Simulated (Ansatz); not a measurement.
**CH₄AlI (SMILES [AlH2][CH2]I): functionals against CCSD(T) at one geometry**

One table from this session's results is given with a row withheld; the runs are named, their logs left out.

Computed with Ansatz 0.2.0, Gaussian basis. Level: single points in def2-TZVPP.

Correlated methods freeze the cores. Filled d shells of the heavier atoms are correlated. Core potentials replace the inner electrons past krypton, and spin-orbit coupling is left out.

### The starting structure

SMILES `[AlH2][CH2]I`, 7 atoms, charge 0, spin multiplicity 1.

Atoms are counted from 1 here; the program's logs count them from 0.

Bond lengths: Al1–C2 1.932 Å, Al1–I3 2.756 Å, Al1–H4 1.519 Å, Al1–H5 1.890 Å, C2–I3 2.256 Å, C2–H6 1.054 Å, C2–H7 0.958 Å. Angles: C2–Al1–I3 54.1°, C2–Al1–H4 142.8°, C2–Al1–H5 101.3°, I3–Al1–H4 90.6°, I3–Al1–H5 154.9°, H4–Al1–H5 112.0°, Al1–C2–I3 81.9°, Al1–C2–H6 109.2°, Al1–C2–H7 125.9°, I3–C2–H6 95.5°, I3–C2–H7 91.4°, H6–C2–H7 124.9°, Al1–I3–C2 43.9°.

As a file:

```
Al   -0.8802    0.0256   -0.5742
C     0.6566    0.4203    0.5278
I     0.6160   -1.8153    0.8293
H    -1.5618   -1.0922   -1.3443
H    -1.2435    1.7230   -1.3219
H     0.3331    0.6587    1.5025
H     1.5724    0.3898    0.2466
```

The first run:

run/in.yaml reads:

```yaml
crystal:
  periodic: [false, false, false]
  atoms:
    - {symbol: Al, position_ang: [-0.880200, 0.025600, -0.574200]}
    - {symbol: C, position_ang: [0.656600, 0.420300, 0.527800]}
    - {symbol: I, position_ang: [0.616000, -1.815300, 0.829300]}
    - {symbol: H, position_ang: [-1.561800, -1.092200, -1.344300]}
    - {symbol: H, position_ang: [-1.243500, 1.723000, -1.321900]}
    - {symbol: H, position_ang: [0.333100, 0.658700, 1.502500]}
    - {symbol: H, position_ang: [1.572400, 0.389800, 0.246600]}
basis:
  gaussian: {orbitals: def2-TZVPP}
correlation: {method: ccsd_t}
output: {forces: true}
```

No record of the launch command was kept for these runs.

Among the steps run: CCSD(T)/def2-TZVPP; PBE0-D4/def2-TZVPP; wB97M-V/def2-TZVPP; r2SCAN-D4/def2-TZVPP; PBE-D4/def2-TZVPP; SPW92/def2-TZVPP; B97M-V/def2-TZVPP.

One table of the session follows, with a row left open; its other results are not shown here.

| method | RMS force component (eV/Å) | angle to CCSD(T) forces (°) | dipole (D) |
| --- | --- | --- | --- |
| CCSD(T) | 2.301 | reference | 2.07 |
| PBE0-D4 | 2.304 | 2.2 | 2.04 |
| wB97M-V | 2.292 | 1.9 | 2.08 |
| r2SCAN-D4 | 2.273 | 2.1 | 2.06 |
| PBE-D4 | 2.296 | 3.6 | 2.04 |
| SPW92 | ? | ? | ? |
| B97M-V | 2.232 | 2.6 | 2.33 |

**Question.** Estimate the row for SPW92.

**Answer.** RMS force component (eV/Å): 2.357; angle to CCSD(T) forces (°): 5.8; dipole (D): 1.96. In the column «RMS force component (eV/Å)» it is the highest.
